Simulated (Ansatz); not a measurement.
**GeH2O+ (doublet): the correlation ladder, cc-pVTZ**

The task here is to estimate one member of a computed series from the others.

Method: cc-pVTZ, core rule «outside noble gas», up to 15 orbitals frozen; program: Ansatz 0.2.0, Gaussian basis.

Plan: UHF; CCSD(T) on ROHF; CCSD(T) on UHF; BCCD(T) on ROHF; CCSDT(Q) on ROHF; CCSDT(Q) on UHF; CASSCF and MRCISD+Q, 11 electrons in 10 orbitals; CASSCF and NEVPT2, 11 electrons in 10 orbitals.

5 further runs of the same task are left out: 2 for a known fault of the program, 3 set aside as unsound or not needed.

## The geometry

The geometry is a PBE0/def2-TZVP stationary point (not a proven minimum) of the parent state, kept for this charge and spin. No spin-orbit coupling is included. The filled d shell of Ge may be among the frozen orbitals whatever the setting's name suggests; the logs give the count.

4 atoms, charge 1, spin multiplicity 2.

Atoms are counted from 1 here; the program's logs count them from 0.

Bond lengths: Ge1–O2 1.632 Å, Ge1–H3 1.542 Å, Ge1–H4 1.542 Å. Angles: O2–Ge1–H3 123.4°, O2–Ge1–H4 123.4°, H3–Ge1–H4 113.2°.

Set-up of the first run:

File in.yaml:

```yaml
crystal:
  periodic: [false, false, false]
  atoms:
    - {symbol: Ge, position_ang: [0.000000, 0.000000, 0.269193]}
    - {symbol: O, position_ang: [0.000000, 0.000000, -1.363087]}
    - {symbol: H, position_ang: [0.000000, 1.286605, 1.118308]}
    - {symbol: H, position_ang: [0.000000, -1.286605, 1.118308]}
basis:
  gaussian: {orbitals: cc-pVTZ}
total_charge: 1
magnetization: {spin_polarized: true, initial_magnetization: 1}
hamiltonian: {xc: hf}
output: {orbitals: {seedname: orbitals}}
```

On the command line:

```console
ansatz run in.yaml --threads 1 --pin off --events-out ev --progress --plain --max-ram 3968MiB --backend cpu
```

Among the steps run: UHF; CCSD(T) on ROHF; CCSD(T) on UHF; BCCD(T) on ROHF; CCSDT(Q) on ROHF; CCSDT(Q) on UHF; CASSCF and MRCISD+Q, 11 electrons in 10 orbitals; CASSCF and NEVPT2, 11 electrons in 10 orbitals.

One table of the session follows, with a row left open; its other results are not shown here.

```
          method  from UCCSDT(Q) (meV)
            ROHF               +8819.7
             UHF               +8676.9
            RMP2               +1098.0
            UMP2               +1100.0
           RCCSD                +338.8
           UCCSD                +335.4
        RCCSD(T)                 +55.8
        UCCSD(T)                 +55.2
         BCCD(T)                 +52.6
          RCCSDT                 +19.2
          UCCSDT                     ?
       RCCSDT(Q)                  +5.0
       UCCSDT(Q)                     0
  CASSCF valence               +6146.9
  NEVPT2 valence               +1155.8
  MRCISD valence                +398.0
MRCISD+Q valence                 +61.8
```

Q: Estimate the row for UCCSDT from the others.

As computed: from UCCSDT(Q) (meV): +17.9. In the column «from UCCSDT(Q) (meV)» it lies between RCCSDT(Q) (+5.0) and RCCSDT (+19.2).

To keep in mind: Restricted and unrestricted rows rest on different reference determinants; where their highest levels disagree by more than a few hundredths of an eV, they describe different states and don't form one ladder.
